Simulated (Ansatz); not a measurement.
# ClHSb, SMILES [Cl][SbH]: vertical and adiabatic energies of changing the electron count

With the Ansatz DFT code, driven from Python.

Notebook, run cell by cell (the value of a cell's last expression is shown):

In [1]:
```python
import ansatz as az
import numpy as np

geometry_ang = [
    ("Cl", (1.4895, 0.3564, 0.8453)),
    ("Sb", (-0.671, 0.6555, -0.2932)),
    ("H", (-0.8294, -1.0767, -0.5654)),
]
clhsb = az.Crystal.molecule()
for symbol, xyz in geometry_ang:
    clhsb = clhsb.atom(symbol, xyz)
```

In [2]:
```python
job = clhsb.calculation()
job = job.basis(gaussian="def2-SVP").functional("r2scan")
job = job.spin("collinear", total=1).accuracy("medium")
job = job.scf(lower_state_search="standard")
symbols = [site.symbol for site in clhsb.cartesian_sites]
start = np.array([site.position_ang for site in clhsb.cartesian_sites], dtype=float)
summary = job.relax(force_tolerance=0.01, max_steps=100).run().report
end = np.array(summary["positions_ang"])
```

In [3]:
```python
minimum = az.Crystal.molecule()
for symbol, place in zip(symbols, end):
    minimum = minimum.atom(symbol, place.tolist())
ion = (
    minimum.calculation()
    .basis(gaussian="def2-SVP")
    .functional("r2scan")
    .accuracy("medium")
    .scf(lower_state_search="standard")
    .charge(1)
)
vertical = ion.run().report
settled = ion.relax(force_tolerance=0.01, max_steps=80).run().report
print(f"vertical ionisation energy   {vertical['free_energy_ev'] - summary['free_energy_ev']:.3f} eV")
print(f"adiabatic, no zero point     {settled['free_energy_ev'] - summary['free_energy_ev']:.3f} eV")
print(f"relaxation energy of the ion {vertical['free_energy_ev'] - settled['free_energy_ev']:.3f} eV")
ionised = np.array(settled["positions_ang"])
print("final positions (A) and the move of each atom")
for symbol, xyz, old in zip(symbols, ionised, end):
    print(f"{symbol:2s} {xyz[0]:10.5f} {xyz[1]:10.5f} {xyz[2]:10.5f}   {np.linalg.norm(xyz - old):7.4f}")
```
```text
vertical ionisation energy   8.647 eV
adiabatic, no zero point     8.578 eV
relaxation energy of the ion 0.068 eV
final positions (A) and the move of each atom
Cl    1.40523    0.35158    0.79912    0.0621
Sb   -0.60958    0.63601   -0.26201    0.0330
H    -0.80655   -1.05239   -0.55041    0.0292
```

Caveats:
- These settings explore the input space; basis and method may be short of convergence.
- The energies are electronic: no zero-point or thermal terms, and the basis set is short of its limit. The product may relax into another structure. The relaxation finds the nearest minimum, so the adiabatic value is an upper bound.
- def2 sets replace the cores of elements past krypton by effective core potentials.
- The species is open-shell (spin multiplicity 2).
- Only the spin states typed were run; another state of an ion can lie lower, by up to an eV or two.
- Finished in 29 s on 1 thread of Arm Neoverse V1, with other jobs on the host, peak memory 0.22 GiB.

(Lines on the test bed's own set-up are left out of the output.)
